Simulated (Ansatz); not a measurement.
# CH₈O₂Si₂: a ladder of functionals and wavefunction methods

The task here is to estimate one member of a computed series from the others.

Computed with Ansatz 0.2.0, Gaussian basis. Level: functionals in def2-TZVPP, the program's frozen cores in correlated methods.

The runs, in order: LDA (SPW92), PBE-D4, revPBE-D4, BLYP-D4, r2SCAN-D4, B97M-V, PBE0-D4, B3LYP-D4, r2SCANh-D4, r2SCAN0-D4, HSE06-D4, BHLYP-D4, CAM-B3LYP-D4, LC-ωPBE, ωB97X-V, ωB97M-V, B2PLYP, PBE-QIDH; CCSD(T)/def2-SVP; CCSD(T)/def2-TZVPP; MP2/def2-QZVPP; extrapolation to the limit; RPA on PBE.

### Structure used throughout

An earlier PBE0-D4 in a triple-zeta def2 set relaxation fixed the geometry.

SMILES `CO[SiH2][SiH2]O`, 13 atoms, charge 0, spin multiplicity 1.

Atoms are counted from 1 here; the program's logs count them from 0.

Bond lengths: C1–O2 1.411 Å, C1–H6 1.091 Å, C1–H7 1.096 Å, C1–H8 1.096 Å, O2–Si3 1.660 Å, Si3–Si4 2.353 Å, Si3–H9 1.493 Å, Si3–H10 1.493 Å, Si4–O5 1.652 Å, Si4–H11 1.489 Å, Si4–H12 1.488 Å, O5–H13 0.962 Å. Angles: O2–C1–H6 108.5°, O2–C1–H7 111.2°, O2–C1–H8 111.2°, H6–C1–H7 108.6°, H6–C1–H8 108.6°, H7–C1–H8 108.7°, C1–O2–Si3 122.7°, O2–Si3–Si4 99.1°, O2–Si3–H9 110.0°, O2–Si3–H10 110.1°, Si4–Si3–H9 115.4°, Si4–Si3–H10 115.5°, H9–Si3–H10 106.6°, Si3–Si4–O5 104.1°, Si3–Si4–H11 112.2°, Si3–Si4–H12 112.5°, O5–Si4–H11 110.6°, O5–Si4–H12 110.2° and more.

Set-up of the first run:

Input file in.yaml:

```yaml
crystal:
  periodic: [false, false, false]
  atoms:
    - {symbol: C, position_ang: [-0.976935, 1.535653, -1.341839]}
    - {symbol: O, position_ang: [-0.144993, 0.679266, -0.589613]}
    - {symbol: Si, position_ang: [-0.743945, -0.479697, 0.437571]}
    - {symbol: Si, position_ang: [1.289140, -1.377719, 1.211542]}
    - {symbol: O, position_ang: [2.441756, -0.545094, 0.370275]}
    - {symbol: H, position_ang: [-0.344565, 2.201509, -1.931180]}
    - {symbol: H, position_ang: [-1.612865, 2.144197, -0.689209]}
    - {symbol: H, position_ang: [-1.617583, 0.966407, -2.024650]}
    - {symbol: H, position_ang: [-1.616768, -1.428334, -0.316366]}
    - {symbol: H, position_ang: [-1.603858, 0.154988, 1.480456]}
    - {symbol: H, position_ang: [1.467913, -1.182173, 2.676288]}
    - {symbol: H, position_ang: [1.407552, -2.835660, 0.939075]}
    - {symbol: H, position_ang: [2.075652, 0.131859, -0.207549]}
basis:
  gaussian: {orbitals: def2-TZVPP}
hamiltonian: {xc: lda}
output: {orbitals: {seedname: orbitals}}
```

Command:

```bash
$ ansatz run in.yaml --threads 4 --pin off --events-out ev --progress --plain --max-ram 10444MiB
```

Steps of the session up to this table: LDA; PBE-D4 (GGA); revPBE-D4 (GGA); BLYP-D4 (GGA); r2SCAN-D4 (meta-GGA); B97M-V (meta-GGA); B3LYP-D4 (hybrid); r2SCANh-D4 (hybrid); r2SCAN0-D4 (hybrid); HSE06-D4 (hybrid); BHLYP-D4 (hybrid); CAM-B3LYP-D4 (range-separated); LC-ωPBE (range-separated); ωB97X-V (range-separated); ωB97M-V (range-separated); B2PLYP (double hybrid); PBE-QIDH (double hybrid).

One table of the session follows, with a row left open; its other results are not shown here.

It belongs to the step «Frontier levels by functional». 

```
  functional  HOMO (eV)  gap (eV)
 LDA (SPW92)      -6.82      4.95
      PBE-D4      -6.74      5.12
   revPBE-D4          ?         ?
     BLYP-D4      -6.62      5.17
   r2SCAN-D4      -7.01      5.71
      B97M-V      -7.13      5.63
     PBE0-D4      -7.94      7.19
    B3LYP-D4      -7.74      6.81
  r2SCANh-D4      -7.45      6.45
  r2SCAN0-D4      -8.11      7.54
    HSE06-D4      -7.54      6.42
    BHLYP-D4      -9.05      9.22
CAM-B3LYP-D4      -9.25      9.54
     LC-ωPBE     -10.55     12.00
     ωB97X-V     -10.24     11.53
     ωB97M-V     -10.00     10.98
```

Q: Estimate the row for revPBE-D4 from the others.

As computed: HOMO (eV): -6.70; gap (eV): 5.20. In the column «HOMO (eV)» it lies between PBE-D4 (-6.74) and BLYP-D4 (-6.62).
